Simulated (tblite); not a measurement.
# C5H13BO2Si: the cost of one run

The runs use tblite 0.8.0 and PySCF 2.14.0, with density-fitted response routines of our own; the level of theory stands in each step. All values are computed, except where a source is named. Atoms count from 0, in the outputs and in this text.

## (1) The starting structure

22 atoms, charge 0, multiplicity 1; geometry from: force field or distance geometry start.

Bonds of the start (Å): C0–C1 1.52, C1–C2 1.53, C1–C3 1.47, C3–Si4 1.82, C3–C5 1.34, C5–B6 1.57, B6–O7 1.47, B6–O8 1.46, C0–H9 1.10, C0–H10 1.13, C0–H11 1.11, C1–H12 1.11, C2–H13 1.11, C2–H14 1.11, C2–H15 1.10, Si4–H16 1.48, Si4–H17 1.48, Si4–H18 1.48, C5–H19 1.08, O7–H20 0.98, O8–H21 0.99.

## (2) Geometry optimisation with GFN2-xTB

What the job is given:

```
{"job": {"kind": "relax", "xc": "GFN2-xTB", "basis": "xTB"}, "charge": 0, "multiplicity": 1}
C     -2.016400     0.043100    -1.311400
C     -1.550700     0.270000     0.114900
C     -1.992200    -0.932200     0.951500
C     -0.080300     0.274800     0.099900
Si     0.780800     1.600100    -0.808300
C      0.684000    -0.635100     0.716400
B      2.256600    -0.576700     0.661800
O      2.927700     0.123100     1.767500
O      2.916800    -1.573200    -0.182500
H     -1.115400     0.087300    -1.947100
H     -2.502700    -0.963800    -1.438800
H     -2.696800     0.879500    -1.584900
H     -2.020700     1.165700     0.568100
H     -3.101000    -0.956700     1.039900
H     -1.588900    -0.862300     1.982800
H     -1.593900    -1.851500     0.499400
H      1.692500     0.970900    -1.782700
H      1.559800     2.403100     0.154100
H     -0.150300     2.439200    -1.593700
H      0.249600    -1.446400     1.287700
H      3.599200     0.719400     1.367900
H      3.732100    -1.159000    -0.563200
```

Launch:

```bash
$ OMP_NUM_THREADS=1 python probes_run.py task.json out
```

One launch serves the whole session: the jobs run in the order shown.

**Question.** How long does this first job take on 1 thread of Arm Neoverse N1, shared host, and how much memory does it need?

About 3.4 s, with a peak of 0.18 GiB.
